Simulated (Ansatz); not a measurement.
# HfSc: the cost of one run

Program: Ansatz 0.2.0, driven from Python. Level of theory: DFT LDA, plane waves, PAW. These are calculated values, not measurements.

### Step 1. The system

The structure is hexagonal, space group P-6m2 (No. 187). Conventional cell: a = 3.240 Å, b = 3.240 Å, c = 5.104 Å, α = 90.00°, β = 90.00°, γ = 120.00°. Around Hf (site symmetry -6m2) lie 6 Sc at 3.16 Å and 6 Hf at 3.24 Å. Sc (site symmetry -6m2) is surrounded by 6 Hf at 3.16 Å and 6 Sc at 3.24 Å.

The script holds or builds the structure itself.

### Step 2. The script

run_strain.py reads:

```python
# -*- coding: utf-8 -*-
'''Energy of HfSc under tetragonal strain, ions carried with the cell.'''

import ansatz as az
import matplotlib.pyplot as plt
import numpy as np

vectors0 = np.array([
    [3.24012, 0.0, 0.0],
    [-1.62006, 2.806027, 0.0],
    [0.0, 0.0, 5.104129],
])
sites = [
    ('Hf', [2 / 3, 1 / 3, 0.5]),
    ('Sc', [1 / 3, 2 / 3, 0.0]),
]


def crystal_on(cell):
    crystal = az.Crystal(lattice=az.Lattice.of(cell))
    for symbol, position in sites:
        crystal = crystal.atom(symbol, position)
    return crystal

# clamped ions: the fractional positions stay as typed
values = np.linspace(-0.03, 0.03, 5)
energies = []
for d in values:
    strain = np.diag([d, d, (1 + d) ** -2 - 1])
    cell = vectors0 @ (np.eye(3) + strain)
    model = (
        crystal_on(cell).calculation()
        .accuracy('low')
        .eigensolver('davidson', full_accuracy=True)
        .occupations('fermi_dirac', width=0.15)  # smearing steadies the SCF of a metal
        .functional('LDA')
        .basis(520)
        .kpoints(8, 8, 5)  # finer meshes matter most for metals
        .stress()  # GPa
    )
    summary = model.run().report
    energies.append(summary['free_energy_ev'] / len(sites))
    s = summary['stress_gpa']
    print(f'd = {d:+.4f}  stress xx yy zz xy (GPa): {s[0][0]:8.3f} {s[1][1]:8.3f} {s[2][2]:8.3f} {s[0][1]:8.3f}')
energies = np.array(energies)

for value, e in zip(values, energies):
    print(f'strain {value:7.3f}   E - Emin = {1000 * (e - energies.min()):9.3f} meV/atom')
plt.figure(figsize=(4.5, 3))
plt.plot(values, 1000 * (energies - energies.min()), 'o-')
plt.xlabel('strain')
plt.ylabel('meV/atom')
plt.tight_layout()
plt.savefig('strain.png', dpi=100)
curvature = 2 * np.polyfit(values, energies, 3)[1]
volume = abs(np.linalg.det(vectors0)) / len(sites)
print(f'd2E/dd2 over the volume: {curvature / volume * 160.21766:.1f} GPa')
```

### Step 3. Running it

Run with:

```
$ python run_strain.py
```

**Question.** How long does this script take on 1 thread of Arm Neoverse V2, shared host, and how much memory does it need?

About 64 s, with a peak of 0.45 GiB.
